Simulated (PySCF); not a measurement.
**[ReN2]-: relaxation and vibrations of the triplet**

Where does triplet [ReN2]- go from a end-on start, is the end point a minimum, and what are its modes, charges and moments?

Computed with PySCF 2.14.0. Level: PBE0, basis Re def2-SVPD with ECP60, N def2-SVPD, scalar-relativistic core potentials, no spin–orbit coupling, density fitting.

## Step 1: Where the work starts

3 atoms, charge -1, spin multiplicity 3.

Bond lengths: Re1–N2 2.081 Å, N2–N3 1.204 Å. Angles: Re1–N2–N3 119.9°.

```xyz
3
charge -1 multiplicity 3
Re    0.0000    0.0000    0.0000
N     0.0000    0.0000    2.0806
N     1.0440    0.0000    2.6806
```

## Step 2: Finding the electronic state

One driver script runs all steps and calls PySCF; scf.py shows how it sets up the SCF of each step. The optimiser is the driver's own. After this first run the driver tries any further starts and a stability analysis.

Input file scf.py:

```python
from pyscf import gto, scf, dft
mol = gto.M(atom='''
Re     0.000000     0.000000     0.000000
N      0.000000     0.000000     2.080600
N      1.044000     0.000000     2.680600''',
    basis={'Re': 'def2-SVPD', 'N': 'def2-SVPD'},
    ecp={'Re': 'def2-SVPD'},
    charge=-1, spin=2)
mf = dft.UKS(mol, xc='PBE0')
mf.grids.atom_grid = (50, 194)
aux = {'Re': 'def2-universal-JKFIT', 'N': 'def2-universal-JKFIT'}
mf = mf.density_fit(auxbasis=aux)
mf.conv_tol = 1e-08
mf.diis_space = 10
mf.max_cycle = 60
mf.init_guess = 'minao'
mf.verbose = 4
mf.kernel()
```

Launch:

```console
$ OMP_NUM_THREADS=2 python axn.py task.json out
```

The runs that follow: End-on start, triplet: relaxation; Frequencies.

What does the calculation give? Wanted: minimum; geometry; wavenumbers; dipole moment; highest occupied, lowest empty level; polar-tensor charge of Re1; zero-point energy; ⟨S²⟩.

The runs gave:

```
                                          quantity                                     value
                                           minimum                              triplet, C∞v
                                          geometry  N–N 1.158 Å, Re–N 1.812 Å; N–N–Re 180.0°
                                wavenumbers (cm⁻¹)              402 (π), 579 (σ+), 2003 (σ+)
                    dipole moment (centre of mass)                                    3.07 D
highest occupied, lowest empty level (either spin)                             0.24, 3.23 eV
                        polar-tensor charge of Re1                                   -1.08 e
                                 zero-point energy                               20.3 kJ/mol
                               entropy at 298.15 K                           265.8 J/(mol K)
                                              ⟨S²⟩                                     2.229
```

What this shows: The end-on start (Cs) ends in a minimum of C∞v symmetry. The strongest infrared band lies at 2003 cm⁻¹ (σ+). Most of the spin sits on Re1 (Mulliken spin 2.40, against 2 for the whole molecule). The first SCF alone would have been 45 kJ/mol too high. Only this shape and spin were tried, so other structures or states may lie lower. The determinant is spin-contaminated (⟨S²⟩ = 2.23, pure value 2.00). A highest occupied level above zero is common for anions with such functionals; it warns that the extra electron is poorly described. One determinant may miss the lowest occupation of an open d or f shell. With an element this heavy the missing spin–orbit coupling can shift these numbers.
